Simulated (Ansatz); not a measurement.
# Cu (Copper): the cost of one run

Program: Ansatz 0.2.0. Level of theory: DFT PBE, scalar-relativistic, plane waves, PAW. These are calculated values, not measurements.

1 further run of the same task is left out (set aside as unsound or not needed).

### Step 1. Starting point

Symmetry: Fm-3m, No. 225, cubic system. The conventional cell has a = 3.630 Å, b = 3.630 Å, c = 3.630 Å, α = 90.00°, β = 90.00°, γ = 90.00°. Cu (site symmetry m-3m) has 12 Cu at 2.57 Å as nearest neighbours.

As a file:

```cif
data_structure
_symmetry_space_group_name_H-M 'P 1'
_symmetry_Int_Tables_number 1
_cell_length_a 2.5666
_cell_length_b 2.5666
_cell_length_c 2.5666
_cell_angle_alpha 60.000
_cell_angle_beta 60.000
_cell_angle_gamma 60.000
_cell_volume 11.96
loop_
_atom_site_label
_atom_site_type_symbol
_atom_site_fract_x
_atom_site_fract_y
_atom_site_fract_z
_atom_site_occupancy
Cu1 Cu 0.00000 0.00000 0.00000 1
```

This cell was relaxed beforehand with the same method: volume 11.96 Å³/atom, gap on the mesh none (metal).

### Step 2. The slab

Miller indices refer to the conventional cell of the relaxed bulk, Fm-3m (No. 225): a = 3.630 Å, b = 3.630 Å, c = 3.630 Å, α = 90.00°, β = 90.00°, γ = 90.00°.

A (110) slab, 6.4 Å thick as cut, with 17 Å of vacuum, in a 2×1 surface cell; its outer planes are Cu (top) and Cu (bottom).

The slab as cut. Layers, bottom to top:

| plane | atoms per cell | height over the lowest (Å) |
| --- | --- | --- |
| 1 | Cu2 | 0.00 |
| 2 | Cu2 | 1.28 |
| 3 | Cu2 | 2.57 |
| 4 | Cu2 | 3.85 |
| 5 | Cu2 | 5.13 |
| 6 | Cu2 | 6.42 |

### Step 3. The clean surface, relaxed

Input file input.yaml:

```yaml
crystal:
  lattice:
    - [5.1332392119, 0.0, 0.0]
    - [0.0, 3.6297482562, 0.0]
    - [0.0, 0.0, 23.4165490148]
  atoms:
    - { symbol: Cu, position: [0.25, 0.5, 0.3629911476] }
    - { symbol: Cu, position: [0.75, 0.5, 0.3629911476] }
    - { symbol: Cu, position: [0.5, 0.0, 0.4177946886] }
    - { symbol: Cu, position: [0.0, 0.0, 0.4177946886] }
    - { symbol: Cu, position: [0.75, 0.5, 0.4725982295] }
    - { symbol: Cu, position: [0.25, 0.5, 0.4725982295] }
    - { symbol: Cu, position: [0.0, 0.0, 0.5274017705] }
    - { symbol: Cu, position: [0.5, 0.0, 0.5274017705] }
    - { symbol: Cu, position: [0.25, 0.5, 0.5822053114] }
    - { symbol: Cu, position: [0.75, 0.5, 0.5822053114] }
    - { symbol: Cu, position: [0.5, 0.0, 0.6370088524] }
    - { symbol: Cu, position: [0.0, 0.0, 0.6370088524] }
basis:
  ecutwfc: 420
kpoints:
  mp_grid: { grid: [6, 8, 1] }
hamiltonian:
  xc: pbe
scf:
  occupations: { method: gaussian, width: 0.1 }
output:
  forces: true
  eigenvalues: true
relax:
  adjacent_minimum: "off"
  f_tol: 0.03
  max_steps: 70
  constraints: [{ sites: [0, 1, 2, 3, 4, 5] }]
efield:
  axis: 3
  dipole_correction: true
```

Run with:

```bash
$ ansatz run input.yaml --threads 4 --pin off --max-ram 10240MiB --backend cpu --events-out ev --progress --plain --runs-dir out
```

Q: Estimate wall time and peak memory on 4 threads of Arm Neoverse V1, shared host.

About 3 min, with a peak of 1.8 GiB.
